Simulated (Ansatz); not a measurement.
**C2H7Ge radical: basis-set convergence**

The task here is to estimate one member of a computed series from the others.

Program: Ansatz 0.2.0, Gaussian basis. Level of theory: one geometry, several basis sets. These are calculated values, not measurements.

The runs, in order: PBE0-D4/def2-SVP; ωB97M-V/def2-SVP; PBE0-D4/def2-QZVPP; ωB97M-V/def2-QZVPP; the functionals' def2-TZVPP values are taken from earlier runs.

**The geometry**

An earlier PBE0-D4 in a triple-zeta def2 set relaxation fixed the geometry.

SMILES `[CH2][CH2][GeH3]`, 10 atoms, charge 0, spin multiplicity 2.

Atoms are counted from 1 here; the program's logs count them from 0.

Bond lengths: C1–C2 1.465 Å, C1–H4 1.082 Å, C1–H5 1.082 Å, C2–Ge3 1.989 Å, C2–H6 1.093 Å, C2–H7 1.093 Å, Ge3–H8 1.538 Å, Ge3–H9 1.538 Å, Ge3–H10 1.543 Å. Angles: C2–C1–H4 120.8°, C2–C1–H5 120.7°, H4–C1–H5 117.7°, C1–C2–Ge3 110.7°, C1–C2–H6 112.6°, C1–C2–H7 112.6°, Ge3–C2–H6 106.2°, Ge3–C2–H7 106.1°, H6–C2–H7 108.3°, C2–Ge3–H8 109.3°, C2–Ge3–H9 109.3°, C2–Ge3–H10 110.8°, H8–Ge3–H9 109.0°, H8–Ge3–H10 109.1°, H9–Ge3–H10 109.1°.

Set-up of the first run:

The input, in.yaml:

```yaml
crystal:
  periodic: [false, false, false]
  atoms:
    - {symbol: C, position_ang: [-0.793096, 0.468915, -1.252528]}
    - {symbol: C, position_ang: [-0.794349, 0.077521, 0.159237]}
    - {symbol: Ge, position_ang: [1.044096, -0.380569, 0.763931]}
    - {symbol: H, position_ang: [-0.851925, -0.277771, -2.033989]}
    - {symbol: H, position_ang: [-0.566475, 1.486307, -1.544541]}
    - {symbol: H, position_ang: [-1.406329, -0.808191, 0.348400]}
    - {symbol: H, position_ang: [-1.138895, 0.879983, 0.816688]}
    - {symbol: H, position_ang: [1.960261, 0.841154, 0.578081]}
    - {symbol: H, position_ang: [1.583857, -1.545609, -0.083297]}
    - {symbol: H, position_ang: [1.045856, -0.792841, 2.251020]}
basis:
  gaussian: {orbitals: def2-SVP}
magnetization: {spin_polarized: true, initial_magnetization: 1}
hamiltonian: {xc: pbe0, dispersion: d4}
output: {orbitals: {seedname: orbitals}}
```

Steps of the session up to this table: PBE0-D4 in def2-SVP; ωB97M-V in def2-SVP; PBE0-D4 in def2-QZVPP; ωB97M-V in def2-QZVPP.

One table of the session follows, with a row left open; its other results are not shown here.

It belongs to the step «Functionals by basis». 

```
functional       basis  HOMO (eV)
   PBE0-D4    def2-SVP      -5.52
   PBE0-D4  def2-TZVPP      -5.56
   PBE0-D4  def2-QZVPP          ?
   ωB97M-V    def2-SVP      -7.48
   ωB97M-V  def2-TZVPP      -7.54
   ωB97M-V  def2-QZVPP      -7.54
```

Estimate the missing values for PBE0-D4, def2-QZVPP.

The run gave: HOMO (eV): -5.57. In the column «HOMO (eV)» it lies between ωB97M-V, def2-SVP (-7.48) and PBE0-D4, def2-TZVPP (-5.56).
